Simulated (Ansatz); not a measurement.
# Ta2Ru: the cost of one run

Computed with Ansatz 0.2.0 (DFT PBE, scalar-relativistic, plane waves, PAW, unless a step's input says otherwise).

## Step 1: The system as given

Symmetry: I4/mmm, No. 139, tetragonal system. Conventional cell: a = 3.150 Å, b = 3.150 Å, c = 9.450 Å, α = 90.00°, β = 90.00°, γ = 90.00°. Around Ta (site symmetry 4mm) lie 4 Ta at 2.73 Å and 4 Ru at 2.73 Å. Around Ru (site symmetry 4/mmm) lie 8 Ta at 2.73 Å.

Structure file:

```cif
data_structure
_symmetry_space_group_name_H-M 'P 1'
_symmetry_Int_Tables_number 1
_cell_length_a 5.2238
_cell_length_b 5.2238
_cell_length_c 5.2238
_cell_angle_alpha 144.903
_cell_angle_beta 144.903
_cell_angle_gamma 50.479
_cell_volume 46.89
loop_
_atom_site_label
_atom_site_type_symbol
_atom_site_fract_x
_atom_site_fract_y
_atom_site_fract_z
_atom_site_occupancy
Ta1 Ta 0.83333 0.83333 0.00000 1
Ta2 Ta 0.16667 0.16667 0.00000 1
Ru1 Ru 0.50000 0.50000 0.00000 1
```

The start is an ordering of an alloy on its end members' structure types: elements ordered on the sites of the Ta type, Ru/Ta on Ta (I4/mmm, No. 139).

## Step 2: A first look at the guess

input.yaml reads:

```yaml
crystal:
  lattice:
    - [-1.57504723, 1.57504723, 4.72514168]
    - [1.57504723, -1.57504723, 4.72514168]
    - [1.57504723, 1.57504723, -4.72514168]
  atoms:
    - { symbol: Ta, position: [0.83333333, 0.83333333, 0.0] }
    - { symbol: Ta, position: [0.16666667, 0.16666667, 0.0] }
    - { symbol: Ru, position: [0.5, 0.5, 0.0] }
basis:
  ecutwfc: 420
kpoints:
  mp_grid: { grid: [8, 8, 8] }
hamiltonian:
  xc: pbe
scf:
  occupations: { method: gaussian, width: 0.1 }
  lower_state_search: "off"
output:
  forces: true
  stress: true
  eigenvalues: true
```

Run with:

```bash
$ ansatz run input.yaml --threads 1 --pin off --max-ram 2560MiB --backend cpu --events-out ev --progress --plain --runs-dir out
```

What time and memory should one allow on 1 thread of AMD EPYC 7R43 (Zen 3), shared host?

About 2.5 s, with a peak of 0.42 GiB.
